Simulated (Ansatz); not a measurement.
# CH5NSSi, SMILES C=N[SiH2]S: harmonic frequencies at the relaxed geometry

Computed with Ansatz's Python interface.

`freq_ch5nssi.py`
```python
# -*- coding: utf-8 -*-
"""Vibrations and zero-point energy of CH5NSSi."""

import itertools

import ansatz as az
from ase.data import atomic_numbers, covalent_radii
import numpy as np

geometry = (
    az.Crystal.molecule()
    .atom("C", [-0.0801, 1.2174, -1.0458])
    .atom("N", [0.4631, 0.911, 0.0284])
    .atom("Si", [0.5257, -0.7905, 0.3288])
    .atom("S", [-1.2369, -1.336, 1.2023])
    .atom("H", [-0.5769, 0.5612, -1.8101])
    .atom("H", [-0.2129, 2.3507, -1.302])
    .atom("H", [1.6811, -1.0561, 1.3041])
    .atom("H", [0.7931, -1.4917, -0.9457])
    .atom("H", [-1.2677, -0.4124, 2.223])
)

job = (
    geometry.calculation()
    .basis(gaussian="6-31G*")
    .functional("PBE", dispersion="d4")
    .scf(lower_state_search="light")
)
symbols = [site.symbol for site in geometry.cartesian_sites]
start = np.array([site.position_ang for site in geometry.cartesian_sites], dtype=float)
r = job.relax(force_tolerance=0.003).run().report
end = np.array(r["positions_ang"])

# pairs closer than 1.2 times the sum of covalent radii, before or after
radius = [covalent_radii[atomic_numbers[s]] for s in symbols]
span = lambda where, i, j: np.linalg.norm(where[i] - where[j])
bonded = [(i, j) for i, j in itertools.combinations(range(len(symbols)), 2) if min(span(start, i, j), span(end, i, j)) < 1.2 * (radius[i] + radius[j])]
print("pair        before    after (A)")
for i, j in bonded:
    print(f"{symbols[i]}{i}-{symbols[j]}{j}".ljust(10), f"{span(start, i, j):8.4f} {span(end, i, j):8.4f}")

# frequencies need a stationary point, so they are taken at the relaxed geometry
minimum = az.Crystal.molecule()
for symbol, place in zip(symbols, end):
    minimum = minimum.atom(symbol, place.tolist())
vibrating = (
    minimum.calculation()
    .basis(gaussian="6-31G*")
    .functional("PBE", dispersion="d4")
    .scf(lower_state_search="light")
    .phonons(temperatures=(100, 500, 100))
)
vib = vibrating.run().report["vibrations"]
sums = vib["harmonic_sums"]
modes = [m["omega_inv_cm"] for m in sums["modes_at_gamma"] if m["rigid_motion"] == "no"]
for number, w in enumerate(modes, start=1):
    print(f"mode {number:2d} {w:9.1f} 1/cm {w / 8065.544 * 1000:8.2f} meV")
print("imaginary modes:", sum(w < 0 for w in modes), " zero-point energy:", round(sums["zero_point_energy_ev"], 4), "eV")
print("T (K)   F_vib (eV)   S_vib (meV/K)   C_vib (meV/K)")
for row in zip(sums["temperatures_k"], sums["vibrational_free_energy_ev"], vib["entropy_ev_per_k"], vib["heat_capacity_ev_per_k"]):
    print(f"{row[0]:6.1f} {row[1]:11.4f} {1000 * row[2]:13.4f} {1000 * row[3]:15.4f}")

# all hydrogen replaced by deuterium
heavier = vibrating.phonons(masses={"H": 2.014102}).run().report["vibrations"]["harmonic_sums"]
print("deuterated (1/cm):", " ".join(f"{m['omega_inv_cm']:.0f}" for m in heavier["modes_at_gamma"] if m["rigid_motion"] == "no"))
print("zero-point energy falls by", round(sums["zero_point_energy_ev"] - heavier["zero_point_energy_ev"], 4), "eV")
```

Output of `python freq_ch5nssi.py`:
```text
pair        before    after (A)
C0-N1        1.2421   1.2780
C0-H4        1.1232   1.1130
C0-H5        1.1695   1.1067
N1-Si2       1.7289   1.7651
Si2-S3       2.0414   2.1535
Si2-H6       1.5352   1.4962
Si2-H7       1.4790   1.5062
S3-H8        1.3769   1.3613
mode  1      91.2 1/cm    11.30 meV
mode  2     142.2 1/cm    17.63 meV
mode  3     238.7 1/cm    29.60 meV
mode  4     251.3 1/cm    31.16 meV
mode  5     487.4 1/cm    60.43 meV
mode  6     515.5 1/cm    63.91 meV
mode  7     564.1 1/cm    69.95 meV
mode  8     689.0 1/cm    85.42 meV
mode  9     702.6 1/cm    87.12 meV
mode 10     789.7 1/cm    97.91 meV
mode 11     863.3 1/cm   107.04 meV
mode 12     909.0 1/cm   112.70 meV
mode 13    1070.6 1/cm   132.74 meV
mode 14    1191.0 1/cm   147.66 meV
mode 15    1500.0 1/cm   185.98 meV
mode 16    1696.6 1/cm   210.35 meV
mode 17    2150.3 1/cm   266.60 meV
mode 18    2206.5 1/cm   273.57 meV
mode 19    2615.3 1/cm   324.25 meV
mode 20    2906.2 1/cm   360.32 meV
mode 21    3009.4 1/cm   373.12 meV
imaginary modes: 0  zero-point energy: 1.5244 eV
T (K)   F_vib (eV)   S_vib (meV/K)   C_vib (meV/K)
 100.0      1.5200        0.1318          0.2126
 200.0      1.4960        0.3488          0.4405
 300.0      1.4501        0.5693          0.6556
 400.0      1.3824        0.7827          0.8295
 500.0      1.2940        0.9832          0.9678
deuterated (1/cm): 83 114 191 222 375 415 482 541 583 614 661 713 857 951 1103 1543 1591 1650 1878 2126 2238
zero-point energy falls by 0.3508 eV
```

Notes:
- These settings explore the input space; basis and method may be short of convergence.
- The frequencies are harmonic and unscaled, in a modest basis. The result belongs to the one conformer reached from this start, and soft torsions count as harmonic oscillators.
- It ran for 3.7 min on 1 thread of Intel(R) Xeon(R) Platinum 8488C (Sapphire Rapids) (shared host), peak memory 0.23 GiB.
